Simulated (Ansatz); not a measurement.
# CH7MoN3O: how energies converge with the basis set

An exercise on one series of results from a longer session: the logs are not shown, and one member is left open.

Method: one geometry, several basis sets; program: Ansatz 0.2.0, Gaussian basis.

Plan: PBE0-D4/def2-SVP; ωB97M-V/def2-SVP; PBE0-D4/def2-QZVPP; ωB97M-V/def2-QZVPP; the functionals' def2-TZVPP values are taken from earlier runs.

### The relaxed structure

All runs share one geometry, relaxed beforehand with PBE0-D4 in a triple-zeta def2 set. Mo takes the def2 core potential; no spin-orbit term is included.

SMILES `C[O][Mo](=[NH])(=[NH])[NH2]`, 13 atoms, charge 0, spin multiplicity 1.

Atoms are counted from 1 here; the program's logs count them from 0.

Bond lengths: C1–O2 1.402 Å, C1–H7 1.094 Å, C1–H8 1.096 Å, C1–H9 1.096 Å, O2–Mo3 1.884 Å, Mo3–N4 1.731 Å, Mo3–N5 1.732 Å, Mo3–N6 1.941 Å, N4–H10 1.010 Å, N5–H11 1.010 Å, N6–H12 1.008 Å, N6–H13 1.008 Å. Angles: O2–C1–H7 108.8°, O2–C1–H8 111.5°, O2–C1–H9 110.9°, H7–C1–H8 108.8°, H7–C1–H9 108.3°, H8–C1–H9 108.5°, C1–O2–Mo3 127.9°, O2–Mo3–N4 107.7°, O2–Mo3–N5 108.8°, O2–Mo3–N6 111.8°, N4–Mo3–N5 113.9°, N4–Mo3–N6 108.0°, N5–Mo3–N6 106.7°, Mo3–N4–H10 154.9°, Mo3–N5–H11 154.8°, Mo3–N6–H12 122.9°, Mo3–N6–H13 123.1°, H12–N6–H13 111.4°.

The first run:

Input file in.yaml:

```yaml
crystal:
  periodic: [false, false, false]
  atoms:
    - {symbol: C, position_ang: [-0.118321, -1.914449, 1.221685]}
    - {symbol: O, position_ang: [0.736393, -1.026764, 0.552024]}
    - {symbol: Mo, position_ang: [0.263974, 0.455105, -0.511558]}
    - {symbol: N, position_ang: [1.607187, 0.810599, -1.544375]}
    - {symbol: N, position_ang: [-1.198101, 0.087523, -1.364605]}
    - {symbol: N, position_ang: [-0.097642, 2.029520, 0.565073]}
    - {symbol: H, position_ang: [0.443221, -2.817953, 1.478390]}
    - {symbol: H, position_ang: [-0.973943, -2.195304, 0.596990]}
    - {symbol: H, position_ang: [-0.496611, -1.468900, 2.149256]}
    - {symbol: H, position_ang: [2.064378, 0.954194, -2.433287]}
    - {symbol: H, position_ang: [-1.764157, -0.054265, -2.189565]}
    - {symbol: H, position_ang: [-1.030565, 2.352030, 0.768299]}
    - {symbol: H, position_ang: [0.584590, 2.753864, 0.726474]}
basis:
  gaussian: {orbitals: def2-SVP}
hamiltonian: {xc: pbe0, dispersion: d4}
output: {orbitals: {seedname: orbitals}}
```

Command:

```
$ ansatz run in.yaml --threads 4 --pin off --events-out ev --progress --plain --max-ram 11315MiB
```

Among the steps run: PBE0-D4 in def2-SVP; ωB97M-V in def2-SVP; PBE0-D4 in def2-QZVPP; ωB97M-V in def2-QZVPP.

One of the session's tables, all rows but one given; the rest of the session is left out.

It belongs to the step «Density functionals: the series». 

| functional | basis | HOMO (eV) |
| --- | --- | --- |
| PBE0-D4 | def2-SVP | -7.01 |
| PBE0-D4 | def2-TZVPP | -7.15 |
| PBE0-D4 | def2-QZVPP | ? |
| ωB97M-V | def2-SVP | -9.22 |
| ωB97M-V | def2-TZVPP | -9.38 |
| ωB97M-V | def2-QZVPP | -9.42 |

**Question.** Estimate the row for PBE0-D4, def2-QZVPP.

**Answer.** HOMO (eV): -7.18. In the column «HOMO (eV)» it lies between ωB97M-V, def2-SVP (-9.22) and PBE0-D4, def2-TZVPP (-7.15).
